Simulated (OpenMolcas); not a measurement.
**CdHClO (SMILES [OH][Cd][Cl]): RI-MP2/def2-SV(P) (Cholesky decomposition, core potential, electric field -0.02 a.u., field axis y)**

What is the energy difference between two shapes of CdHClO at RI-MP2/def2-SV(P) (Cholesky decomposition, core potential, electric field -0.02 a.u., field axis y)? 

Program for the calculation: OpenMolcas 26.06.

9 further runs of the same task are left out: 2 that didn't finish, 7 set aside as unsound or not needed.

## (1) The system as given

CdHClO: 4 atoms, total charge 0, spin state singlet. SMILES: `[OH][Cd][Cl]`. The coordinates come from a PBE0-D4/def2-TZVP relaxation.

Bond lengths: O1–Cd2 1.960 Å, Cd2–Cl3 2.263 Å, O1–H4 0.960 Å. Angles: O1–Cd2–Cl3 176.3°, Cd2–O1–H4 112.7°.

## (2) A single-point energy at RI-MP2/def2-SV(P) (Cholesky decomposition, core potential, electric field -0.02 a.u., field axis y)

mol.inp reads:

```
&GATEWAY
 BASLIB=$CurrDir
 COORD
 4
 angstrom
 O       -0.942700       0.761800      -0.794900
 Cd       0.513700      -0.131900       0.165500
 Cl       2.287000      -1.071400       1.210400
 H       -1.802500       0.381100      -0.601200
 BASIS=def2-SVP
 GROUP=NoSym

&SEWARD
 MEDIUM

&FFPT
 DIPOLE
 Y 0.02

&SCF
 PRORBITALS=1 2

&MBPT2
 FROZEN=6
```

The basis set def2-SV(P) is read from a file made from the Basis Set Exchange's data (not shown).

Command:

```console
$ export MOLCAS_MEM=1860
$ pymolcas mol.inp > mol.log
```

The log of the run:

```text
--- Start Module: gateway ---
[...]
--- Stop Module: gateway /rc=_RC_ALL_IS_WELL_ ---
[...]
      Basis functions           58
[...]
--- Start Module: scf ---
[...]
       Convergence after  11 Iterations
[...]
::    Total SCF energy                               -701.6116343261
[...]
      Total spin, S                                     0.0000000000
[...]
      Total electronic charge=   46.000000
      Total            charge=   -0.000000
[...]
      Dipole Moment (debye):
      Origin of the operator (angstrom)=    0.7330   -0.2407    0.2885
                   X= -1.4647E+00               Y= -2.0031E+00               Z=  5.3554E-01           Total=  2.5386E+00
      Quadrupole Moment (debye*angstrom):
[...]
--- Stop Module: scf /rc=_RC_ALL_IS_WELL_ ---
--- Start Module: mbpt2 ---
[...]
WARNING!
Default frozen orbitals as non valence orbitals is overwritten by user input.
Default values:   6
[...]
       Reference weight ( Cref**2 )         =        0.88073
::    Total MBPT2 energy                             -702.0386174354
[...]
--- Stop Module: mbpt2 /rc=_RC_ALL_IS_WELL_ ---
[...]
```

Wall time 1.8 s (1 thread of Intel Xeon 6975P-C (Granite Rapids), shared host); peak memory 0.25 GiB.

## (3) The distorted shape, same level

mol.input reads:

```
* CdClHO RI-MP2
>>> EXPORT MOLCAS_PRINT=2

&GATEWAY
 BasLib=$CurrDir
 Coord
 4
 angstrom
 O       -0.982094       0.784112      -0.739321
 Cd       0.574486      -0.142501       0.138788
 Cl       2.197482      -1.114812       1.228102
 H       -1.818844       0.416895      -0.550585
 Basis=def2-SVP
 Group=NoSym

&SEWARD
 Medium

&FFPT
 Dipole
 Y 0.02

&SCF
 PrOrbitals=1 2

&MBPT2
 Frozen=6
```

The basis set def2-SV(P) is read from a file made from the Basis Set Exchange's data (not shown).

Command:

```console
$ export MOLCAS_MEM=1860
$ pymolcas mol.input > mol.log
```

The log of the run:

```text
--- Start Module: gateway ---
[...]
--- Stop Module: gateway /rc=_RC_ALL_IS_WELL_ ---
[...]
      Basis functions           58
[...]
--- Start Module: scf ---
[...]
       Convergence after  11 Iterations
[...]
::    Total SCF energy                               -701.6075719141
[...]
      Total spin, S                                     0.0000000000
[...]
      Total electronic charge=   46.000000
      Total            charge=   -0.000000
[...]
      Dipole Moment (debye):
      Origin of the operator (angstrom)=    0.7520   -0.2547    0.2796
                   X= -6.4227E-01               Y= -2.1194E+00               Z=  3.5959E-01           Total=  2.2436E+00
      Quadrupole Moment (debye*angstrom):
[...]
--- Stop Module: scf /rc=_RC_ALL_IS_WELL_ ---
--- Start Module: mbpt2 ---
[...]
WARNING!
Default frozen orbitals as non valence orbitals is overwritten by user input.
Default values:   6
[...]
       Reference weight ( Cref**2 )         =        0.88134
::    Total MBPT2 energy                             -702.0339570077
[...]
--- Stop Module: mbpt2 /rc=_RC_ALL_IS_WELL_ ---
[...]
```

Wall time 1.7 s (1 thread of Intel Xeon 6975P-C (Granite Rapids), shared host); peak memory 0.25 GiB.

## (4) Summary of results

Level: RI-MP2/def2-SV(P) (Cholesky decomposition, core potential, electric field -0.02 a.u., field axis y), 6 core orbitals frozen.

| quantity | value |
| --- | --- |
| first shape: total energy | -702.03862 Eh |
| first shape: dipole moment (mean-field density) | 2.54 D |
| first shape: HOMO–LUMO gap (Hartree–Fock orbitals) | 11.92 eV |
| first shape: correlation energy (6 core orbitals frozen) | -427.0 mEh |
| distorted shape: total energy | -702.03396 Eh |
| distorted shape: dipole moment (mean-field density) | 2.24 D |
| distorted shape: HOMO–LUMO gap (Hartree–Fock orbitals) | 12.13 eV |
| distorted shape: correlation energy (6 core orbitals frozen) | -426.4 mEh |
| energy change with the atoms displaced | 0.127 eV |

With the atoms displaced the energy rises by 0.13 eV (2.9 kcal/mol). The first shape isn't relaxed at this level, so the change isn't measured from a minimum. Mulliken charges (first shape) of the mean-field density run from -0.90 on O1 to +0.92 on Cd2. Mulliken charges (distorted shape) of the mean-field density run from -0.91 on O1 to +0.91 on Cd2.
